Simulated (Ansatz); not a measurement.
Task: the interaction energy of a dimer with the counterpoise correction of BH₄NO, SMILES NBO, with the Python package of Ansatz (0.2.0). Give the script and its output. Settings (for the species named): PBE, cc-pVDZ basis, multiplicity 1, D3BJ dispersion.

```xyz
7

N    -0.7524    0.0958   -0.7484
B     0.2339    0.1501    0.3507
O     1.0367   -1.0224    0.5726
H    -1.4247   -0.5866   -0.5203
H    -1.3004    1.0494   -0.7444
H     0.3755    1.1291    1.0261
H     1.8927   -0.8834    0.0180
```

`dimer_bh4no.py`
```python
"""Interaction energy of two BH4NO molecules, with the counterpoise correction."""

import ansatz as az

FIRST = [
    ("N", (-0.7612, 0.1055, -0.7419)),
    ("B", (0.2251, 0.1598, 0.3572)),
    ("O", (1.0279, -1.0127, 0.5791)),
    ("H", (-1.4335, -0.5769, -0.5138)),
    ("H", (-1.3092, 1.0591, -0.7379)),
    ("H", (0.3667, 1.1388, 1.0326)),
    ("H", (1.8839, -0.8737, 0.0245)),
]
SECOND = [
    ("N", (3.9347, -1.7471, -1.3146)),
    ("B", (4.5816, -1.0684, -0.1724)),
    ("O", (4.2094, 0.2981, 0.0774)),
    ("H", (4.2189, -1.2913, -2.1399)),
    ("H", (4.3657, -2.7567, -1.3829)),
    ("H", (5.3744, -1.628, 0.5298)),
    ("H", (3.434, 0.257, 0.7532)),
]

def energy(atoms, ghosts=()):
    molecule = az.Crystal.molecule()
    for symbol, xyz in atoms:
        molecule = molecule.atom(symbol, xyz)
    calc = (
        molecule.calculation()
        .basis(gaussian="cc-pVDZ")
        .functional("PBE", dispersion="d3bj")
    )
    deck = calc.input()
    if ghosts:
        deck = deck.set(az.key.basis.gaussian.ghost_atoms, [{"symbol": s, "position_ang": list(xyz)} for s, xyz in ghosts])
    return az.Session.from_dict(deck).plan().execute().report["free_energy_ev"]

# ghost atoms carry the functions of the partner
both = energy(FIRST + SECOND)
alone = energy(FIRST) + energy(SECOND)
ghosted = energy(FIRST, SECOND) + energy(SECOND, FIRST)
print(f"dimer {both:.6f} eV")
print(f"interaction, uncorrected   {96.485332 * (both - alone):8.3f} kJ/mol")
print(f"interaction, counterpoise  {96.485332 * (both - ghosted):8.3f} kJ/mol")
print(f"basis-set superposition    {96.485332 * (alone - ghosted):8.3f} kJ/mol")
```

```console
$ python dimer_bh4no.py
dimer -8549.743498 eV
interaction, uncorrected    -21.817 kJ/mol
interaction, counterpoise   -15.561 kJ/mol
basis-set superposition       6.256 kJ/mol
```

Uncorrected it is -21.817 kJ/mol, with the counterpoise correction -15.561 kJ/mol; the difference, 6.26 kJ/mol, is the superposition error.

Total energies depend on the basis set; only differences at equal settings carry meaning. The dimer is a generated trial pose of unrelaxed monomers, not a minimum, so the figure is no binding energy, and the basis set is small. Finished in 9 s on 1 thread of Arm Neoverse V2, with other jobs on the host, peak memory 0.21 GiB.

(Lines on the test bed's own set-up are left out of the output.)
